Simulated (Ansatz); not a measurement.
**CdCO3 (Otavite): further runs on the relaxed cell**

The task here is to estimate one member of a computed series from the others.

Computed with Ansatz 0.2.0 (DFT r2SCAN, scalar-relativistic, plane waves, PAW, unless a step's input says otherwise).

1 further run of the same task is left out (set aside as unsound or not needed).

## Starting point

Symmetry: R-3c, No. 167, trigonal system. Conventional cell: a = 4.943 Å, b = 4.943 Å, c = 16.297 Å, α = 90.00°, β = 90.00°, γ = 120.00°. Cd (site symmetry -3) has 6 O at 2.30 Å as nearest neighbours. Around C (site symmetry 32) lie 3 O at 1.29 Å. Around O (site symmetry 2) lie 1 C at 1.29 Å.

As a file:

```
Cd C O
1.0
     2.47174    1.42706    5.43242
    -2.47174    1.42706    5.43242
     0.00000   -2.85412    5.43242
Cd C O
2 2 6
Direct
  0.00000 0.00000 0.00000
  0.50000 0.50000 0.50000
  0.25000 0.25000 0.25000
  0.75000 0.75000 0.75000
  0.51015 0.98985 0.25000
  0.25000 0.51015 0.98985
  0.98985 0.25000 0.51015
  0.48985 0.01015 0.75000
  0.75000 0.48985 0.01015
  0.01015 0.75000 0.48985
```

This cell was relaxed beforehand with the same method: volume 11.50 Å³/atom, gap on the mesh 3.47 eV.

The first run:

input.yaml

```yaml
crystal:
  lattice:
    - [2.4467748402, 1.4126461127, 5.3775392034]
    - [-2.4467748402, 1.4126461127, 5.3775392034]
    - [0.0, -2.8252922253, 5.3775392034]
  atoms:
    - { symbol: Cd, position: [0.0, 0.0, 0.0] }
    - { symbol: Cd, position: [0.5, 0.5, 0.5] }
    - { symbol: C, position: [0.25, 0.25, 0.25] }
    - { symbol: C, position: [0.75, 0.75, 0.75] }
    - { symbol: O, position: [0.5101520642, 0.9898479358, 0.25] }
    - { symbol: O, position: [0.25, 0.5101520642, 0.9898479358] }
    - { symbol: O, position: [0.9898479358, 0.25, 0.5101520642] }
    - { symbol: O, position: [0.4898479358, 0.0101520642, 0.75] }
    - { symbol: O, position: [0.75, 0.4898479358, 0.0101520642] }
    - { symbol: O, position: [0.0101520642, 0.75, 0.4898479358] }
basis:
  ecutwfc: 500
kpoints:
  mp_grid: { grid: [6, 6, 6] }
hamiltonian:
  xc: r2scan
scf:
  occupations: { method: gaussian, width: 0.02 }
output:
  forces: true
  stress: true
  eigenvalues: true
relax:
  adjacent_minimum: "off"
  f_tol: 0.01
  max_steps: 30
  cell: { stress_tol: 0.1, fix: [volume] }
```

On the command line:

```bash
> ansatz run input.yaml --threads 4 --pin off --max-ram 10240MiB --backend cpu --events-out ev --progress --plain --runs-dir out
```

Among the steps run: Point at V/V0 = 0.97; Volume × 1.03; The cell scaled to 0.94 of its volume; Volume × 1.06; Point at V/V0 = 0.91; Volume × 1.10; Volume × 0.88.

One of the session's tables, all rows but one given; the rest of the session is left out.

It belongs to the step «Fit of the equation of state». 

```
volume (Å³/atom)  energy above the lowest point (meV/atom)  pressure (GPa)  gap on the mesh (eV)
          10.117                                      63.3           16.22                  4.09
          10.462                                      33.8           11.32                  3.96
          10.807                                         ?               ?                     ?
          11.152                                       3.4            3.24                  3.64
          11.497                                       0.0           -0.01                  3.47
          11.842                                       3.1           -2.76                  3.29
          12.187                                      11.6           -5.09                  3.12
          12.647                                      30.1           -7.65                  2.89
```

Estimate the missing values for volume (Å³/atom) = 10.807.

Worked estimate for «energy above the lowest point (meV/atom)». A straight line through the neighbours (10.462, 33.8) and (11.152, 3.4) gives 33.8 + (3.4 − 33.8) × (10.807 − 10.462) / (11.152 − 10.462) = 18.6; a parabola fitted to 4 rows on both sides gives 14.3.

As computed: energy above the lowest point (meV/atom): 14.3; pressure (GPa): 7.00; gap on the mesh (eV): 3.80. In «energy above the lowest point (meV/atom)» the line misses by +4.3 and the parabola by 0.0.
